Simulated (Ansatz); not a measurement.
# C₂H₄FNOSi: one species, many methods

An exercise on one series of results from a longer session: the logs are not shown, and one member is left open.

Method: functionals in def2-TZVPP, the program's frozen cores in correlated methods; program: Ansatz 0.2.0, Gaussian basis.

The runs, in order: LDA (SPW92), PBE-D4, revPBE-D4, BLYP-D4, r2SCAN-D4, B97M-V, PBE0-D4, B3LYP-D4, r2SCANh-D4, r2SCAN0-D4, HSE06-D4, BHLYP-D4, CAM-B3LYP-D4, LC-ωPBE, ωB97X-V, ωB97M-V, B2PLYP, PBE-QIDH; CCSD(T)/def2-SVP; CCSD(T)/def2-TZVPP; MP2/def2-QZVPP; extrapolation to the limit; RPA on PBE.

## Structure used throughout

An earlier PBE0-D4 in a triple-zeta def2 set relaxation fixed the geometry.

SMILES `O[SiH]1C=C(F)N1`, 10 atoms, charge 0, spin multiplicity 1.

Atoms are counted from 1 here; the program's logs count them from 0.

Bond lengths: O1–Si2 1.630 Å, O1–H7 0.959 Å, Si2–C3 1.826 Å, Si2–N6 1.794 Å, Si2–H8 1.475 Å, C3–C4 1.348 Å, C3–H9 1.075 Å, C4–F5 1.322 Å, C4–N6 1.389 Å, N6–H10 1.011 Å. Angles: Si2–O1–H7 117.3°, O1–Si2–C3 123.4°, O1–Si2–N6 116.7°, O1–Si2–H8 104.9°, C3–Si2–N6 77.8°, C3–Si2–H8 119.7°, N6–Si2–H8 112.5°, Si2–C3–C4 84.5°, Si2–C3–H9 146.7°, C4–C3–H9 128.8°, C3–C4–F5 129.6°, C3–C4–N6 112.2°, F5–C4–N6 118.2°, Si2–N6–C4 84.6°, Si2–N6–H10 128.0°, C4–N6–H10 117.0°.

The first run:

Contents of in.yaml:

```yaml
crystal:
  periodic: [false, false, false]
  atoms:
    - {symbol: O, position_ang: [0.053655, -1.764218, 1.443094]}
    - {symbol: Si, position_ang: [-0.396354, -0.356449, 0.754589]}
    - {symbol: C, position_ang: [0.785834, 0.949973, 0.275656]}
    - {symbol: C, position_ang: [0.293774, 0.759943, -0.964577]}
    - {symbol: F, position_ang: [0.510868, 1.449081, -2.071608]}
    - {symbol: N, position_ang: [-0.545696, -0.345054, -1.033187]}
    - {symbol: H, position_ang: [0.884008, -2.148509, 1.154855]}
    - {symbol: H, position_ang: [-1.656043, 0.010218, 1.429087]}
    - {symbol: H, position_ang: [1.540036, 1.643717, 0.601677]}
    - {symbol: H, position_ang: [-1.386881, -0.249902, -1.586584]}
basis:
  gaussian: {orbitals: def2-TZVPP}
hamiltonian: {xc: lda}
output: {orbitals: {seedname: orbitals}}
```

Among the steps run: LDA; PBE-D4 (GGA); revPBE-D4 (GGA); BLYP-D4 (GGA); r2SCAN-D4 (meta-GGA); B97M-V (meta-GGA); PBE0-D4 (hybrid); B3LYP-D4 (hybrid); r2SCANh-D4 (hybrid); r2SCAN0-D4 (hybrid); HSE06-D4 (hybrid); BHLYP-D4 (hybrid); CAM-B3LYP-D4 (range-separated); LC-ωPBE (range-separated); ωB97X-V (range-separated); ωB97M-V (range-separated); B2PLYP (double hybrid); PBE-QIDH (double hybrid).

One table of the session follows, with a row left open; its other results are not shown here.

It belongs to the step «Frontier levels by functional». 

```
  functional  HOMO (eV)  gap (eV)
 LDA (SPW92)      -5.61      4.54
      PBE-D4          ?         ?
   revPBE-D4      -5.34      4.64
     BLYP-D4      -5.27      4.54
   r2SCAN-D4      -5.64      5.15
      B97M-V      -5.70      5.21
     PBE0-D4      -6.62      6.76
    B3LYP-D4      -6.39      6.26
  r2SCANh-D4      -6.09      5.95
  r2SCAN0-D4      -6.77      7.13
    HSE06-D4      -6.21      5.98
    BHLYP-D4      -7.68      8.75
CAM-B3LYP-D4      -7.94      9.07
     LC-ωPBE      -9.29     11.65
     ωB97X-V      -8.92     11.17
     ωB97M-V      -8.83     10.80
```

Q: Estimate the row for PBE-D4 from the others.

As computed: HOMO (eV): -5.42; gap (eV): 4.61. In the column «HOMO (eV)» it lies between LDA (SPW92) (-5.61) and revPBE-D4 (-5.34).
